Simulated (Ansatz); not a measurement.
**C2H2AlF: basis-set convergence**

An exercise on one series of results from a longer session: the logs are not shown, and one member is left open.

Program: Ansatz 0.2.0, Gaussian basis. Level of theory: one geometry, several basis sets. These are calculated values, not measurements.

Levels to be run: PBE0-D4/def2-SVP; ωB97M-V/def2-SVP; PBE0-D4/def2-QZVPP; ωB97M-V/def2-QZVPP; the functionals' def2-TZVPP values are taken from earlier runs.

**The geometry**

An earlier PBE0-D4 in a triple-zeta def2 set relaxation fixed the geometry.

SMILES `F[C]1=[CH][AlH]1`, 6 atoms, charge 0, spin multiplicity 1.

Atoms are counted from 1 here; the program's logs count them from 0.

Bond lengths: F1–C2 1.330 Å, C2–C3 1.357 Å, C2–Al4 1.853 Å, C3–Al4 1.867 Å, C3–H5 1.087 Å, Al4–H6 1.571 Å. Angles: F1–C2–C3 127.5°, F1–C2–Al4 163.4°, C3–C2–Al4 69.2°, C2–C3–Al4 68.0°, C2–C3–H5 129.3°, Al4–C3–H5 162.6°, C2–Al4–C3 42.8°, C2–Al4–H6 159.4°, C3–Al4–H6 157.8°.

The first run:

The input, in.yaml:

```yaml
crystal:
  periodic: [false, false, false]
  atoms:
    - {symbol: F, position_ang: [-0.062037, -1.970705, 0.877656]}
    - {symbol: C, position_ang: [-0.143186, -0.758847, 0.334568]}
    - {symbol: C, position_ang: [0.881163, 0.038909, -0.060452]}
    - {symbol: Al, position_ang: [-0.780465, 0.835425, -0.361422]}
    - {symbol: H, position_ang: [1.952021, -0.142046, -0.016215]}
    - {symbol: H, position_ang: [-1.805397, 1.933365, -0.820335]}
basis:
  gaussian: {orbitals: def2-SVP}
hamiltonian: {xc: pbe0, dispersion: d4}
output: {orbitals: {seedname: orbitals}}
```

The run is started by

```bash
$ ansatz run in.yaml --threads 2 --pin off --events-out ev --progress --plain --max-ram 4352MiB
```

Steps of the session up to this table: PBE0-D4 in def2-SVP; ωB97M-V in def2-SVP; PBE0-D4 in def2-QZVPP; ωB97M-V in def2-QZVPP.

One of the session's tables, all rows but one given; the rest of the session is left out.

| functional | basis | HOMO (eV) |
| --- | --- | --- |
| PBE0-D4 | def2-SVP | -7.28 |
| PBE0-D4 | def2-TZVPP | -7.35 |
| PBE0-D4 | def2-QZVPP | ? |
| ωB97M-V | def2-SVP | -9.46 |
| ωB97M-V | def2-TZVPP | -9.55 |
| ωB97M-V | def2-QZVPP | -9.58 |

Q: Estimate the row for PBE0-D4, def2-QZVPP from the others.

The run gave: HOMO (eV): -7.36. In the column «HOMO (eV)» it lies between ωB97M-V, def2-SVP (-9.46) and PBE0-D4, def2-TZVPP (-7.35).
